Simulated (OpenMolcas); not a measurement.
# Rh⁴⁺ among point charges: CASSCF and CASPT2 levels and susceptibility

How does a field of 2 point charges split the states of Rh⁴⁺, and what χT follows?

Program: OpenMolcas 26.06. Level of theory: state-averaged CASSCF and CASPT2, spin-orbit coupling by RASSI with atomic mean-field integrals. These are calculated values, not measurements, unless marked.

### Step 1. The system

| Item | Value |
| --- | --- |
| Species | Rh⁴⁺ (rhodium, Z = 45, 41 electrons) |
| Basis | ANO-RCC-VDZP [6s5p3d1f], 43 functions |
| Scalar Hamiltonian | DKH2, point nucleus |
| Inactive shells | 1s 2s 2p 3s 3p 3d 4s 4p |
| Active space | 5 electrons in 5 orbitals (4d) |
| Some configurations of this space | 4d5 |
| Orbitals | optimised for each spin and parity, averaged over all roots |

Outer shells as boxes (Hund's rule):

4d5
```
4d [↑ ][↑ ][↑ ][↑ ][↑ ]
```

The ion sits among 2 point charges of -2 e arranged as a linear pair (D∞h), 2.39 Å from the ion.

The work runs as a chain of OpenMolcas steps in one folder; each step below is one input file. Labels, J, g values, rates, χT and fits are worked out afterwards by a script from the matrices that RASSI stores. The input lists half of the charges; inversion (Group=XYZ) makes the rest.

### Step 2. One- and two-electron integrals

The input, a.inp:

```
&GATEWAY
Coord
1

Rh 0.0 0.0 0.0
Basis=ANO-RCC-VDZP
Group=XYZ
NoMove
AngMom=0.0 0.0 0.0
AMFI
XField
1 Angstrom 0
0.000000 0.000000 2.390000 -2.000000
&SEWARD
```

Started as:

```sh
> OMP_NUM_THREADS=1 MOLCAS_MEM=1689 MOLCAS_PROJECT=a pymolcas a.inp > a.log
```

### Step 3. CASSCF: sextets of even parity, 1 root

The input, a.inp:

```
&RASSCF
FileOrb=start.orb
Symmetry=1
Spin=6
nActEl=5 0 0
Inactive=9 9
Ras2=5 0
CIRoot=1 1 1
SDav=1
CIMx=300
Iter=120 100
PrWF=0.3
OrbListing=Nothing
MaxOrb=0
>>> COPY $Project.JobIph JOB001
```

start.orb holds the contracted functions of the basis, ordered by shell, or the orbitals of the step before.

### Step 4. CASSCF: quartets of even parity, 24 roots

The input, a.inp:

```
&RASSCF
FileOrb=start.orb
Symmetry=1
Spin=4
nActEl=5 0 0
Inactive=9 9
Ras2=5 0
CIRoot=24 24 1
SDav=24
CIMx=300
Iter=120 100
PrWF=0.3
OrbListing=Nothing
MaxOrb=0
>>> COPY $Project.JobIph JOB002
```

### Step 5. Reference wave functions, doublets of even parity, 75 roots

The input, a.inp:

```
&RASSCF
FileOrb=start.orb
Symmetry=1
Spin=2
nActEl=5 0 0
Inactive=9 9
Ras2=5 0
CIRoot=75 75 1
SDav=75
CIMx=300
Iter=120 100
PrWF=0.3
OrbListing=Nothing
MaxOrb=0
>>> COPY $Project.JobIph JOB003
```

### Step 6. RASSI: spin-orbit coupling between the states

The input, a.inp:

```
&RASSI
NrOfJobIphs=3 1 24 75
1
1 2 3 4 5 6 7 8 9 10 11 12 13 14 15 16 17 18 19 20 21 22 23 24
1 2 3 4 5 6 7 8 9 10 11 12 13 14 15 16 17 18 19 20 21 22 23 24 25 26 27
28 29 30 31 32 33 34 35 36 37 38 39 40 41 42 43 44 45 46 47 48 49 50 51
52 53 54 55 56 57 58 59 60 61 62 63 64 65 66 67 68 69 70 71 72 73 74 75
IphNames
JOB001
JOB002
JOB003
EJob
SpinOrbit
DIPRint=1.0
SOCoupling=1000.0
Subsets=2
Property=9
'ANGMOM' 1 'ANGMOM' 2 'ANGMOM' 3 'MLTPL  1' 1 'MLTPL  1' 2 'MLTPL  1' 3
'AMFI' 1 'AMFI' 2 'AMFI' 3
SOProperty=3
'ANGMOM' 1 'ANGMOM' 2 'ANGMOM' 3
```

### Step 7. CASPT2: IPEA 0.25, imaginary shift 0.1 (closed shells correlated: 4s 4p)

The input, a.inp:

```
>>> COPY JOB001 $Project.JobIph
&CASPT2
Multistate=1 1
Frozen=8 6
IPEA=0.25
Imaginary=0.1
MaxIter=60
WThr=0.0 0.3 0.05
PrWF=0.5
NoMix
>>> COPY JOB002 $Project.JobIph
&CASPT2
Multistate=24 1 2 3 4 5 6 7 8 9 10 11 12 13 14 15 16 17 18 19 20 21 22
23 24
NoMult
Frozen=8 6
IPEA=0.25
Imaginary=0.1
MaxIter=60
WThr=0.0 0.3 0.05
PrWF=0.5
NoMix
>>> COPY JOB003 $Project.JobIph
&CASPT2
Multistate=75 1 2 3 4 5 6 7 8 9 10 11 12 13 14 15 16 17 18 19 20 21 22
23 24 25 26 27 28 29 30 31 32 33 34 35 36 37 38 39 40 41 42 43 44 45 46
47 48 49 50 51 52 53 54 55 56 57 58 59 60 61 62 63 64 65 66 67 68 69 70
71 72 73 74 75
NoMult
Frozen=8 6
IPEA=0.25
Imaginary=0.1
MaxIter=60
WThr=0.0 0.3 0.05
PrWF=0.5
NoMix
```

(Steps that only read results are left out.)

Q: Predict the outcome of this session. Wanted: spin-free ground state; lowest level; next level.

The runs gave:

| quantity | value |
| --- | --- |
| method | SS-CASPT2, IPEA 0.25, imaginary shift 0.1 (closed shells correlated: 4s 4p) |
| spin-free ground state | 6Sigma, 1-fold in its orbital part |
| lowest level | 2-fold, g = 0.00, 0.00, 9.98 |
| next level | 16.5 cm⁻¹ |
| χT at 300 K | 4.36 cm³ K/mol |
| effective moment at 300 K | 5.91 μB |

Cost by method:

| method | time of its own steps | time with the reference |
| --- | --- | --- |
| A. CASSCF | 24 s | 24 s |
| B. SS-CASPT2, IPEA 0.25, imaginary shift 0.1, +4s 4p | 6.3 s | 31 s |

Times are of one thread on a shared host.

**Reading.** The spin-free ground state (6Sigma) comes to 100 % from free-ion S terms and keeps the highest spin of the shell. χT at 300 K is 4.36, against 4.39 cm³ K/mol for the spin alone, as a half-filled shell (L = 0) has no orbital moment. An active space of the d shell alone favours high spin; real ions in strong fields can be low spin. CASPT2 does not keep the components of a term degenerate, and the means are used. The field of point charges can differ much from that of real complexes. With metal d orbitals alone active, the gaps between spin states are rough; where two lie within a few thousand cm-1, their order is open. This is an electrostatic model: the charges have no orbitals.
